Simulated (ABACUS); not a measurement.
Ta3AsAu2O13:

```
Ta As Au O
1.0
     5.24237    3.02668    4.14273
    -5.24237    3.02668    4.14273
     0.00000   -6.05337    4.14273
Ta As Au O
3 1 2 13
Direct
  0.23108 0.57229 0.23108
  0.23108 0.23108 0.57229
  0.57229 0.23108 0.23108
  0.55878 0.55878 0.55878
  0.96559 0.96559 0.96559
  0.75105 0.75105 0.75105
  0.40884 0.66762 0.40884
  0.40884 0.40884 0.66762
  0.66762 0.40884 0.40884
  0.49726 0.01313 0.36024
  0.36024 0.49726 0.01313
  0.01313 0.36024 0.49726
  0.36024 0.01313 0.49726
  0.01313 0.49726 0.36024
  0.49726 0.36024 0.01313
  0.10963 0.74806 0.10963
  0.10963 0.10963 0.74806
  0.74806 0.10963 0.10963
  0.30840 0.30840 0.30840
```

The cell was built by a generator and needn't be a form met in nature.

Base run:

| Property | Result |
| --- | --- |
| Program | ABACUS 3.10.1 |
| Functional | PBE |
| Potentials or basis | PseudoDojo NC SR 0.4.1 PBE standard |
| Cutoff | 1361 eV |
| Density cutoff | 5442 eV |
| Basis | TZDP LCAO (the cutoffs set its grid) |
| k mesh | 4 × 4 × 4 |
| Occupations | fermi-dirac, width 0.05 eV |
| Spin | no spin polarisation |

Its results: band gap on the k mesh 1.03 eV, indirect (least direct gap 1.06 eV); pressure 0.1 GPa; largest force 0.433 eV/Å.

Q: The run is repeated on the same cell with these changes: basis from TZDP LCAO (the cutoffs set its grid) to DZP LCAO (the cutoffs set its grid). What comes out?

A: Band gap on the k mesh 1.05 eV, indirect (least direct gap 1.08 eV); pressure 1.4 GPa; largest force 0.770 eV/Å.

Caveats: the atomic orbitals were generated for these runs and aren't a published set; spin-orbit coupling is left out, which moves the levels of the heavy elements; the basis of atomic orbitals isn't converged, which shifts pressures, moduli and gaps.

A k mesh can miss the band edges.
